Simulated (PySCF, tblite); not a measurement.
**C8H9O radical: geometry, infrared bands and EPR parameters**

Wanted: the infrared bands and EPR parameters of C8H9O radical (`C=[C]C1=CC(=O)CCC1`), by calculation.

The runs use tblite 0.8.0 and PySCF 2.14.0, with density-fitted response routines of our own; the level of theory stands in each step. All values are computed, except where a source is named. Atoms count from 0, in the outputs and in this text.

## 1. The starting structure

18 atoms, charge 0, multiplicity 2; geometry from: force field or distance geometry start.

Bonds of the start (Å): C0–C1 1.31, C1–C2 1.41, C2–C3 1.36, C3–C4 1.48, C4–O5 1.23, C4–C6 1.51, C6–C7 1.53, C7–C8 1.53, C8–C2 1.51, C0–H9 1.07, C0–H10 1.08, C3–H11 1.07, C6–H12 1.11, C6–H13 1.09, C7–H14 1.10, C7–H15 1.10, C8–H16 1.09, C8–H17 1.10.

## 2. Relaxing the molecule with GFN2-xTB

What the job is given:

```
{"job": {"kind": "relax", "xc": "GFN2-xTB", "basis": "xTB"}, "charge": 0, "multiplicity": 2}
C      3.444700    -0.158600    -0.438600
C      2.144800    -0.038700    -0.316600
C      0.745000     0.076400    -0.159700
C      0.185700     1.308400    -0.263400
C     -1.281700     1.482100    -0.143000
O     -1.760000     2.612400    -0.253200
C     -2.152300     0.262200    -0.000000
C     -1.415800    -0.836600     0.761300
C     -0.072800    -1.164200     0.108300
H      3.877000    -0.308600    -1.409900
H      4.084300    -0.093600     0.424700
H      0.762300     2.196500    -0.431800
H     -3.060400     0.541000     0.567600
H     -2.444800    -0.080200    -0.997800
H     -2.044300    -1.735900     0.798600
H     -1.257300    -0.521700     1.806700
H      0.475600    -1.835100     0.773300
H     -0.238800    -1.699500    -0.838400
```

Started as:

```
OMP_NUM_THREADS=1 python probes_run.py task.json out
```

One launch serves the whole session: the jobs run in the order shown.

**Question.** This job is followed by: GFN2-xTB harmonic vibrations, gas phase; UKS B3LYP, pcH-1 on C H O, non-relativistic, mean-field spin-orbit, GIAO. Predict these results of the whole session: strongest single infrared mode (GFN2-xTB); zero-point energy (GFN2-xTB); g(iso) (B3LYP); ⟨S²⟩; largest a(iso) (averaged by class); surface potential, 1st and 99th percentile.

As calculated:

| quantity | value |
| --- | --- |
| strongest single infrared mode (GFN2-xTB) | 1633 cm⁻¹, 409 km/mol |
| zero-point energy (GFN2-xTB) | 89.7 kcal/mol |
| g(iso) (B3LYP) | 2.00401 |
| ⟨S²⟩ | 0.776 (exact 0.75) |
| largest a(iso) (averaged by class) | 1H on H9, H10, 96.3 MHz |
| surface potential, 1st and 99th percentile | -1.95 V and 1.17 V |

What this shows: The optimisation took 70 steps and gained 0.268 eV; among the close pairs (by a distance rule), C1–C2 changed most, from 1.413 to 1.339 Å. All 48 modes are real, so the xTB geometry is a minimum. The strongest single mode, at 1633 cm⁻¹, moves mainly C4 and O5. GFN2-xTB is a fitted tight-binding method: band positions and strengths are rough. Its intensities can rank the bands wrongly. The largest spin populations lie on C3 (0.57 e), C1 (0.50 e). The isotropic g lies 1.7 ppt above the free-electron value.
